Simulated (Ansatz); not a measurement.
# AsH6NSi: up Jacob's ladder to CCSD(T)

The task here is to estimate one member of a computed series from the others.

Program: Ansatz 0.2.0, Gaussian basis. Level of theory: functionals in def2-TZVPP, the program's frozen cores in correlated methods. These are calculated values, not measurements.

Plan: LDA (SPW92), PBE-D4, revPBE-D4, BLYP-D4, r2SCAN-D4, B97M-V, PBE0-D4, B3LYP-D4, r2SCANh-D4, r2SCAN0-D4, HSE06-D4, BHLYP-D4, CAM-B3LYP-D4, LC-ωPBE, ωB97X-V, ωB97M-V, B2PLYP, PBE-QIDH; CCSD(T)/def2-SVP; CCSD(T)/def2-TZVPP; MP2/def2-QZVPP; extrapolation to the limit; RPA on PBE.

## Structure used throughout

All runs share one geometry, relaxed beforehand with PBE0-D4 in a triple-zeta def2 set.

SMILES `[SiH3]N[AsH2]`, 9 atoms, charge 0, spin multiplicity 1.

Atoms are counted from 1 here; the program's logs count them from 0.

Bond lengths: Si1–N2 1.720 Å, Si1–H4 1.491 Å, Si1–H5 1.487 Å, Si1–H6 1.487 Å, N2–As3 1.845 Å, N2–H7 1.006 Å, As3–H8 1.528 Å, As3–H9 1.533 Å. Angles: N2–Si1–H4 112.7°, N2–Si1–H5 108.3°, N2–Si1–H6 109.5°, H4–Si1–H5 108.9°, H4–Si1–H6 107.2°, H5–Si1–H6 110.2°, Si1–N2–As3 125.8°, Si1–N2–H7 119.8°, As3–N2–H7 112.6°, N2–As3–H8 96.8°, N2–As3–H9 98.4°, H8–As3–H9 91.1°.

The first run:

The input, in.yaml:

```yaml
crystal:
  periodic: [false, false, false]
  atoms:
    - {symbol: Si, position_ang: [-0.540247, 0.652461, -0.822670]}
    - {symbol: N, position_ang: [0.871844, 0.223737, 0.060336]}
    - {symbol: As, position_ang: [0.977105, -1.081701, 1.359895]}
    - {symbol: H, position_ang: [-1.069164, -0.472636, -1.645710]}
    - {symbol: H, position_ang: [-0.202957, 1.789302, -1.720638]}
    - {symbol: H, position_ang: [-1.616299, 1.048826, 0.123938]}
    - {symbol: H, position_ang: [1.776609, 0.515161, -0.270419]}
    - {symbol: H, position_ang: [-0.194544, -0.587152, 2.207150]}
    - {symbol: H, position_ang: [0.086052, -2.134198, 0.691118]}
basis:
  gaussian: {orbitals: def2-TZVPP}
hamiltonian: {xc: lda}
output: {orbitals: {seedname: orbitals}}
```

Run with:

```sh
ansatz run in.yaml --threads 2 --pin off --events-out ev --progress --plain --max-ram 4352MiB
```

Among the steps run: LDA; PBE-D4 (GGA); revPBE-D4 (GGA); BLYP-D4 (GGA); r2SCAN-D4 (meta-GGA); B97M-V (meta-GGA); B3LYP-D4 (hybrid); r2SCANh-D4 (hybrid); r2SCAN0-D4 (hybrid); HSE06-D4 (hybrid); BHLYP-D4 (hybrid); CAM-B3LYP-D4 (range-separated); LC-ωPBE (range-separated); ωB97X-V (range-separated); ωB97M-V (range-separated); B2PLYP (double hybrid); PBE-QIDH (double hybrid).

One table of the session follows, with a row left open; its other results are not shown here.

It belongs to the step «Frontier levels by functional». 

```
  functional  HOMO (eV)  gap (eV)
 LDA (SPW92)      -6.16      4.74
      PBE-D4      -6.06      4.86
   revPBE-D4      -6.01      4.93
     BLYP-D4      -5.92      4.86
   r2SCAN-D4      -6.36      5.47
      B97M-V      -6.50      5.47
     PBE0-D4      -7.40      7.07
    B3LYP-D4      -7.17      6.61
  r2SCANh-D4      -6.86      6.27
  r2SCAN0-D4          ?         ?
    HSE06-D4      -7.00      6.29
    BHLYP-D4      -8.62      9.15
CAM-B3LYP-D4      -8.77      9.44
     LC-ωPBE     -10.15     12.01
     ωB97X-V      -9.80     11.49
     ωB97M-V      -9.69     11.10
```

**Question.** Estimate the row for r2SCAN0-D4.

Worked estimate for «HOMO (eV)». Against the share of exact exchange, r2SCAN-D4 (0, -6.36), r2SCANh-D4 (0.1, -6.86) give a slope of -5.00 per unit share; at 0.25 the line stands at -7.61.

As computed: HOMO (eV): -7.61; gap (eV): 7.46. In «HOMO (eV)» the line misses by 0.00.
